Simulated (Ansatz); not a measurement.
**GeH2OS: taking an electron away**

One table from this session's results is given with a row withheld; the runs are named, their logs left out.

The runs use Ansatz 0.2.0, Gaussian basis; unrestricted cation, the program's frozen cores in correlated methods.

The runs, in order: UKS PBE-D4/def2-TZVPP; UKS r2SCAN-D4/def2-TZVPP; UKS PBE0-D4/def2-TZVPP; UKS B3LYP-D4/def2-TZVPP; UKS wB97X-V/def2-TZVPP; UKS wB97M-V/def2-TZVPP; UKS B2PLYP/def2-TZVPP; UHF-CCSD(T)/def2-TZVPP; UHF-CCSD(T)/def2-QZVPP; extrapolation to the limit; then −ε(HOMO) from the neutral's earlier runs with LDA (SPW92), PBE-D4, revPBE-D4, BLYP-D4, r2SCAN-D4, B97M-V, PBE0-D4, B3LYP-D4, r2SCANh-D4, r2SCAN0-D4, HSE06-D4, BHLYP-D4, CAM-B3LYP-D4, LC-ωPBE, ωB97X-V, ωB97M-V.

## Structure used throughout

All runs share one geometry, relaxed beforehand with PBE0-D4 in a triple-zeta def2 set.

SMILES `[OH][Ge][SH]`, 5 atoms, charge 0, spin multiplicity 1.

Atoms are counted from 1 here; the program's logs count them from 0.

Bond lengths: O1–Ge2 1.782 Å, O1–H4 0.961 Å, Ge2–S3 2.260 Å, S3–H5 1.343 Å. Angles: Ge2–O1–H4 117.4°, O1–Ge2–S3 97.9°, Ge2–S3–H5 93.6°.

The first run:

Contents of in.yaml:

```yaml
crystal:
  periodic: [false, false, false]
  atoms:
    - {symbol: O, position_ang: [-1.346040, -1.001263, 0.399812]}
    - {symbol: Ge, position_ang: [-0.897419, 0.628925, -0.164199]}
    - {symbol: S, position_ang: [1.343253, 0.336538, -0.206293]}
    - {symbol: H, position_ang: [-0.632530, -1.625174, 0.561369]}
    - {symbol: H, position_ang: [1.582736, 1.587373, -0.632091]}
basis:
  gaussian: {orbitals: def2-TZVPP}
total_charge: 1
magnetization: {spin_polarized: true, initial_magnetization: 1}
hamiltonian: {xc: pbe, dispersion: d4}
```

On the command line:

```sh
> ansatz run in.yaml --threads 2 --pin off --events-out ev --progress --plain --max-ram 32768MiB --backend cpu
```

Among the steps run: Cation, UKS PBE-D4/def2-TZVPP; Cation, UKS r2SCAN-D4/def2-TZVPP; Cation, UKS PBE0-D4/def2-TZVPP; Cation, UKS B3LYP-D4/def2-TZVPP; Cation, UKS wB97X-V/def2-TZVPP; Cation, UKS wB97M-V/def2-TZVPP; Cation, UKS B2PLYP (frozen core)/def2-TZVPP; Cation, UHF-CCSD(T)/def2-TZVPP; Cation, UHF-CCSD(T)/def2-QZVPP.

One table of the session follows, with a row left open; its other results are not shown here.

Orbital estimates, from the neutral's runs:

```
  functional  −ε(HOMO) (eV)
 LDA (SPW92)           6.46
      PBE-D4           6.30
   revPBE-D4           6.24
     BLYP-D4           6.16
   r2SCAN-D4           6.57
      B97M-V           6.53
     PBE0-D4           7.35
    B3LYP-D4           7.17
  r2SCANh-D4           6.95
  r2SCAN0-D4           7.53
    HSE06-D4           6.96
    BHLYP-D4           8.28
CAM-B3LYP-D4              ?
     LC-ωPBE           9.86
     ωB97X-V           9.53
     ωB97M-V           9.40
```

Q: Estimate the row for CAM-B3LYP-D4 from the others.

The run gave: −ε(HOMO) (eV): 8.60. In the column «−ε(HOMO) (eV)» it lies between BHLYP-D4 (8.28) and ωB97M-V (9.40).
